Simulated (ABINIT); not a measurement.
# HfGe (Pm-3m) in ABINIT: equation of state

Aim: energy against volume of HfGe in PBE, for its equilibrium volume and stiffness.

Program: ABINIT 10.8.3 (patched build). These are calculated values, not measurements. Logs are shortened: lines on timing, memory, paths and dates and some standing lists are left out, and cuts for length are marked. The log counts tension as positive stress, the text compression.

**1. Starting point**

The structure is cubic, space group Pm-3m (No. 221). Conventional cell: a = 3.501 Å, b = 3.501 Å, c = 3.501 Å, α = 90.00°, β = 90.00°, γ = 90.00°. Around Hf (site symmetry m-3m) lie 8 Ge at 3.03 Å. Ge (site symmetry m-3m) has 8 Hf at 3.03 Å as nearest neighbours.

The cell was built by a generator and needn't be a form met in nature.

**2. Equation of state, PBE**

Contents of run.abi:

```
# Datasets: one volume each
ndtset 7
getwfk -1
scalecart1 3*0.9795861087
scalecart2 3*0.9864848297
scalecart3 3*0.9932883884
scalecart4 3*1.0000000000
scalecart5 3*1.0066227096
scalecart6 3*1.0131594038
scalecart7 3*1.0196128224

# Pseudopotentials
pp_dirpath "./"
pseudos "Hf.GGA_PBE-JTH.xml, Ge.GGA_PBE-JTH.xml"

# Structure
acell 6.615624781 6.615624781 6.615624781
rprim
     1.0000000000     0.0000000000     0.0000000000
     0.0000000000     1.0000000000     0.0000000000
     0.0000000000     0.0000000000     1.0000000000
ntypat 2
znucl 72 32
natom 2
typat 1 2
xred
     0.0000000000     0.0000000000     0.0000000000
     0.5000000000     0.5000000000     0.5000000000

# Plane-wave basis
ecut 22.0
pawecutdg 44.0
pawxcdev 0

# k points
kptopt 1
ngkpt 8 8 8
nshiftk 1
shiftk 0.0 0.0 0.0

# Exchange and correlation
ixc 11

# Bands and occupations
nband 17
occopt 3
tsmear 0.00183747

# SCF cycle
nstep 100
tolvrs 1.0e-9

# Output
iomode 3
prtwf 1
prtden 0
prteig 0
prtebands 0
enunit 1
```

Potentials or basis: JTH PAW PBE v2.0.

Run with:

```console
$ abinit run.abi > log 2>&1
```

run.abo:

```text
.Version 10.8.3 of ABINIT
 DATASET    1 : space group Pm -3 m (#221); Bravais cP (primitive cubic)
================================================================================
 Values of the parameters that define the memory need for DATASET  1.
     intxc =       0    ionmov =       0      iscf =      17    lmnmax =      18
     lnmax =       6     mgfft =      30  mpssoang =       3    mqgrid =    3001
     natom =       2  nloc_mem =       2    nspden =       1   nspinor =       1
    nsppol =       1      nsym =      48    n1xccc =       1    ntypat =       2
    occopt =       3   xclevel =       2
       mpw =        1364          nfft =       27000          nkpt =          35
 PAW method is used; the additional fine FFT grid is defined by:
   mgfftf=        40    nfftf =     64000
================================================================================
================================================================================
[... 71 lines left out ...]
 DATASET    7 : space group Pm -3 m (#221); Bravais cP (primitive cubic)
================================================================================
 Values of the parameters that define the memory need for DATASET  7.
     intxc =       0    ionmov =       0      iscf =      17    lmnmax =      18
     lnmax =       6     mgfft =      30  mpssoang =       3    mqgrid =    3001
     natom =       2  nloc_mem =       2    nspden =       1   nspinor =       1
    nsppol =       1      nsym =      48    n1xccc =       1    ntypat =       2
    occopt =       3   xclevel =       2
       mpw =        1528          nfft =       27000          nkpt =          35
 PAW method is used; the additional fine FFT grid is defined by:
   mgfftf=        45    nfftf =     91125
================================================================================
================================================================================

--------------------------------------------------------------------------------
------------- Echo of variables that govern the present computation ------------
--------------------------------------------------------------------------------
 -outvars: echo values of preprocessed input variables --------
            acell      6.6156247810E+00  6.6156247810E+00  6.6156247810E+00 Bohr
              amu      1.78490000E+02  7.26100000E+01
             ecut      2.20000000E+01 Hartree
           enunit           1
           getwfk          -1
              ixc          11
           jdtset        1    2    3    4    5    6    7
         kptrlatt        8    0    0      0    8    0      0    0    8
          kptrlen1     5.18445931E+01
          kptrlen2     5.22097079E+01
          kptrlen3     5.25697862E+01
          kptrlen4     5.29249982E+01
          kptrlen5     5.32755051E+01
          kptrlen6     5.36214597E+01
          kptrlen7     5.39630068E+01
            natom           2
            nband          17
           ndtset           7
            ngfft          30      30      30
          ngfftdg1         40      40      40
          ngfftdg2         40      40      40
          ngfftdg3         40      40      40
          ngfftdg4         40      40      40
          ngfftdg5         40      40      40
          ngfftdg6         45      45      45
          ngfftdg7         45      45      45
             nkpt          35
            nstep         100
             nsym          48
           ntypat           2
           occopt           3
        pawecutdg      4.40000000E+01 Hartree
         pawxcdev           0
           prtden           0
        prtebands           0
           prteig           0
            rprim1     9.7958610870E-01  0.0000000000E+00  0.0000000000E+00
                       0.0000000000E+00  9.7958610870E-01  0.0000000000E+00
                       0.0000000000E+00  0.0000000000E+00  9.7958610870E-01
            rprim2     9.8648482970E-01  0.0000000000E+00  0.0000000000E+00
                       0.0000000000E+00  9.8648482970E-01  0.0000000000E+00
                       0.0000000000E+00  0.0000000000E+00  9.8648482970E-01
            rprim3     9.9328838840E-01  0.0000000000E+00  0.0000000000E+00
                       0.0000000000E+00  9.9328838840E-01  0.0000000000E+00
                       0.0000000000E+00  0.0000000000E+00  9.9328838840E-01
            rprim4     1.0000000000E+00  0.0000000000E+00  0.0000000000E+00
                       0.0000000000E+00  1.0000000000E+00  0.0000000000E+00
                       0.0000000000E+00  0.0000000000E+00  1.0000000000E+00
            rprim5     1.0066227096E+00  0.0000000000E+00  0.0000000000E+00
                       0.0000000000E+00  1.0066227096E+00  0.0000000000E+00
                       0.0000000000E+00  0.0000000000E+00  1.0066227096E+00
            rprim6     1.0131594038E+00  0.0000000000E+00  0.0000000000E+00
                       0.0000000000E+00  1.0131594038E+00  0.0000000000E+00
                       0.0000000000E+00  0.0000000000E+00  1.0131594038E+00
            rprim7     1.0196128224E+00  0.0000000000E+00  0.0000000000E+00
                       0.0000000000E+00  1.0196128224E+00  0.0000000000E+00
                       0.0000000000E+00  0.0000000000E+00  1.0196128224E+00
          spgroup         221
           tolvrs      1.00000000E-09
           tsmear      1.83747000E-03 Hartree
            typat      1  2
           useylm           1
           xangst1     0.0000000000E+00  0.0000000000E+00  0.0000000000E+00
                       1.7146860720E+00  1.7146860720E+00  1.7146860720E+00
           xangst2     0.0000000000E+00  0.0000000000E+00  0.0000000000E+00
                       1.7267617238E+00  1.7267617238E+00  1.7267617238E+00
           xangst3     0.0000000000E+00  0.0000000000E+00  0.0000000000E+00
                       1.7386708018E+00  1.7386708018E+00  1.7386708018E+00
           xangst4     0.0000000000E+00  0.0000000000E+00  0.0000000000E+00
                       1.7504189338E+00  1.7504189338E+00  1.7504189338E+00
           xangst5     0.0000000000E+00  0.0000000000E+00  0.0000000000E+00
                       1.7620114501E+00  1.7620114501E+00  1.7620114501E+00
           xangst6     0.0000000000E+00  0.0000000000E+00  0.0000000000E+00
                       1.7734534034E+00  1.7734534034E+00  1.7734534034E+00
           xangst7     0.0000000000E+00  0.0000000000E+00  0.0000000000E+00
                       1.7847495895E+00  1.7847495895E+00  1.7847495895E+00
            xcart1     0.0000000000E+00  0.0000000000E+00  0.0000000000E+00
                       3.2402870679E+00  3.2402870679E+00  3.2402870679E+00
            xcart2     0.0000000000E+00  0.0000000000E+00  0.0000000000E+00
                       3.2631067427E+00  3.2631067427E+00  3.2631067427E+00
            xcart3     0.0000000000E+00  0.0000000000E+00  0.0000000000E+00
                       3.2856116385E+00  3.2856116385E+00  3.2856116385E+00
            xcart4     0.0000000000E+00  0.0000000000E+00  0.0000000000E+00
                       3.3078123905E+00  3.3078123905E+00  3.3078123905E+00
            xcart5     0.0000000000E+00  0.0000000000E+00  0.0000000000E+00
                       3.3297190714E+00  3.3297190714E+00  3.3297190714E+00
            xcart6     0.0000000000E+00  0.0000000000E+00  0.0000000000E+00
                       3.3513412294E+00  3.3513412294E+00  3.3513412294E+00
            xcart7     0.0000000000E+00  0.0000000000E+00  0.0000000000E+00
                       3.3726879274E+00  3.3726879274E+00  3.3726879274E+00
             xred      0.0000000000E+00  0.0000000000E+00  0.0000000000E+00
                       5.0000000000E-01  5.0000000000E-01  5.0000000000E-01
            znucl       72.00000   32.00000

================================================================================

 chkinp: Checking input parameters for consistency, jdtset=   1.

 chkinp: Checking input parameters for consistency, jdtset=   2.

 chkinp: Checking input parameters for consistency, jdtset=   3.

 chkinp: Checking input parameters for consistency, jdtset=   4.
[... 31 lines left out ...]
 getcut: wavevector=  0.0000  0.0000  0.0000  ngfft=  30  30  30
         ecut(hartree)=     22.000   => boxcut(ratio)=   2.19246

 Fine grid specifications (used for densities):

 getcut: wavevector=  0.0000  0.0000  0.0000  ngfft=  40  40  40
         ecut(hartree)=     44.000   => boxcut(ratio)=   2.06707

--- Pseudopotential description ------------------------------------------------
- pspini: atom type   1  psp file is ./Hf.GGA_PBE-JTH.xml
 Pseudopotential format is: paw10
 basis_size (lnmax)=  6 (lmn_size= 18), orbitals=   0   0   1   1   2   2
 Spheres core radius: rc_sph= 2.41119446
 Shapefunction is SIN type: shapef(r)=[sin(pi*r/rshp)/(pi*r/rshp)]**2
 Radius for shape functions =  2.41119446
 Compensation charge density is not taken into account in XC energy/potential

- pspini: atom type   2  psp file is ./Ge.GGA_PBE-JTH.xml
 Pseudopotential format is: paw10
 basis_size (lnmax)=  6 (lmn_size= 18), orbitals=   0   0   1   1   2   2
 Spheres core radius: rc_sph= 2.30476891
 Shapefunction is SIN type: shapef(r)=[sin(pi*r/rshp)/(pi*r/rshp)]**2
 Radius for shape functions =  1.99988291
 Compensation charge density is not taken into account in XC energy/potential

   2.94038688E+03                                ecore*ucvol(ha*bohr**3)
--------------------------------------------------------------------------------

================================================================================

--- !BeginCycle
iteration_state: {dtset: 1, }
solver: {iscf: 17, nstep: 100, nline: 4, wfoptalg: 10, }
tolerances: {tolvrs: 1.00E-09, }
...

     iter   Etot(hartree)      deltaE(h)  residm     nres2
 ETOT  1  -144.04658568669    -1.440E+02 3.391E+01 1.694E+00
 ETOT  2  -145.64220144635    -1.596E+00 1.950E-01 1.481E+00
 ETOT  3  -145.63377792784     8.424E-03 3.978E-02 2.164E-01
 ETOT  4  -145.63286324175     9.147E-04 4.086E-02 1.125E-02
 ETOT  5  -145.63294068765    -7.745E-05 1.191E-02 6.668E-04
 ETOT  6  -145.63293704838     3.639E-06 2.822E-02 1.301E-04
 ETOT  7  -145.63293669274     3.556E-07 3.563E-03 2.389E-05
 ETOT  8  -145.63293659085     1.019E-07 5.913E-03 3.884E-06
 ETOT  9  -145.63293656939     2.146E-08 1.154E-03 3.186E-08
 ETOT 10  -145.63293656982    -4.297E-10 4.832E-03 3.899E-09
 ETOT 11  -145.63293656983    -1.276E-11 8.152E-04 4.336E-10
[... 1209 lines left out ...]
 Cartesian components of stress tensor (hartree/bohr^3)
  sigma(1 1)=  5.12896934E-04  sigma(3 2)=  0.00000000E+00
  sigma(2 2)=  5.12896934E-04  sigma(3 1)=  0.00000000E+00
  sigma(3 3)=  5.12896934E-04  sigma(2 1)=  0.00000000E+00

-Cartesian components of stress tensor (GPa)         [Pressure= -1.5090E+01 GPa]
- sigma(1 1)=  1.50899488E+01  sigma(3 2)=  0.00000000E+00
- sigma(2 2)=  1.50899488E+01  sigma(3 1)=  0.00000000E+00
- sigma(3 3)=  1.50899488E+01  sigma(2 1)=  0.00000000E+00

== END DATASET(S) ==============================================================
================================================================================

 -outvars: echo values of variables after computation  --------
            acell      6.6156247810E+00  6.6156247810E+00  6.6156247810E+00 Bohr
           etotal1    -1.4563293657E+02
           etotal2    -1.4563142119E+02
           etotal3    -1.4562959153E+02
           etotal4    -1.4562747669E+02
           etotal5    -1.4562512430E+02
           etotal6    -1.4562253420E+02
           etotal7    -1.4561975747E+02
            fcart1    -0.0000000000E+00 -0.0000000000E+00 -0.0000000000E+00
                      -0.0000000000E+00 -0.0000000000E+00 -0.0000000000E+00
            fcart2    -0.0000000000E+00 -0.0000000000E+00 -0.0000000000E+00
                      -0.0000000000E+00 -0.0000000000E+00 -0.0000000000E+00
            fcart3    -0.0000000000E+00 -0.0000000000E+00 -0.0000000000E+00
                      -0.0000000000E+00 -0.0000000000E+00 -0.0000000000E+00
            fcart4    -0.0000000000E+00 -0.0000000000E+00 -0.0000000000E+00
                      -0.0000000000E+00 -0.0000000000E+00 -0.0000000000E+00
            fcart5    -0.0000000000E+00 -0.0000000000E+00 -0.0000000000E+00
                      -0.0000000000E+00 -0.0000000000E+00 -0.0000000000E+00
            fcart6    -0.0000000000E+00 -0.0000000000E+00 -0.0000000000E+00
                      -0.0000000000E+00 -0.0000000000E+00 -0.0000000000E+00
            fcart7    -0.0000000000E+00 -0.0000000000E+00 -0.0000000000E+00
                      -0.0000000000E+00 -0.0000000000E+00 -0.0000000000E+00
            rprim1     9.7958610870E-01  0.0000000000E+00  0.0000000000E+00
[... 30 lines left out ...]
           strten6     4.8158432282E-04  4.8158432282E-04  4.8158432282E-04
                       0.0000000000E+00  0.0000000000E+00  0.0000000000E+00
           strten7     5.1289693413E-04  5.1289693413E-04  5.1289693413E-04
                       0.0000000000E+00  0.0000000000E+00  0.0000000000E+00
           xangst1     0.0000000000E+00  0.0000000000E+00  0.0000000000E+00
                       1.7146860720E+00  1.7146860720E+00  1.7146860720E+00
           xangst2     0.0000000000E+00  0.0000000000E+00  0.0000000000E+00
                       1.7267617238E+00  1.7267617238E+00  1.7267617238E+00
           xangst3     0.0000000000E+00  0.0000000000E+00  0.0000000000E+00
                       1.7386708018E+00  1.7386708018E+00  1.7386708018E+00
           xangst4     0.0000000000E+00  0.0000000000E+00  0.0000000000E+00
                       1.7504189338E+00  1.7504189338E+00  1.7504189338E+00
           xangst5     0.0000000000E+00  0.0000000000E+00  0.0000000000E+00
                       1.7620114501E+00  1.7620114501E+00  1.7620114501E+00
           xangst6     0.0000000000E+00  0.0000000000E+00  0.0000000000E+00
                       1.7734534034E+00  1.7734534034E+00  1.7734534034E+00
           xangst7     0.0000000000E+00  0.0000000000E+00  0.0000000000E+00
                       1.7847495895E+00  1.7847495895E+00  1.7847495895E+00
             xred      0.0000000000E+00  0.0000000000E+00  0.0000000000E+00
                       5.0000000000E-01  5.0000000000E-01  5.0000000000E-01
 Calculation completed.
```

It took 2.8 min on 1 thread of Arm Neoverse V1, shared host; peak memory 0.17 GiB.

Results:

```
Equilibrium volume : 18.81 Å³/atom (rough: see the caveat)
Bulk modulus       : 113 GPa (rough)
```

Energy against volume, from the lowest point:
| volume (Å³/atom) | energy (meV/atom) |
| --- | --- |
| 20.166 | 0.00 |
| 20.595 | 20.62 |
| 21.024 | 45.51 |
| 21.453 | 74.29 |
| 21.882 | 106.29 |
| 22.311 | 141.53 |
| 22.740 | 179.31 |

Caveat: pressures at fixed basis lie under the slope of the energies; the minimum lies outside the volumes run.
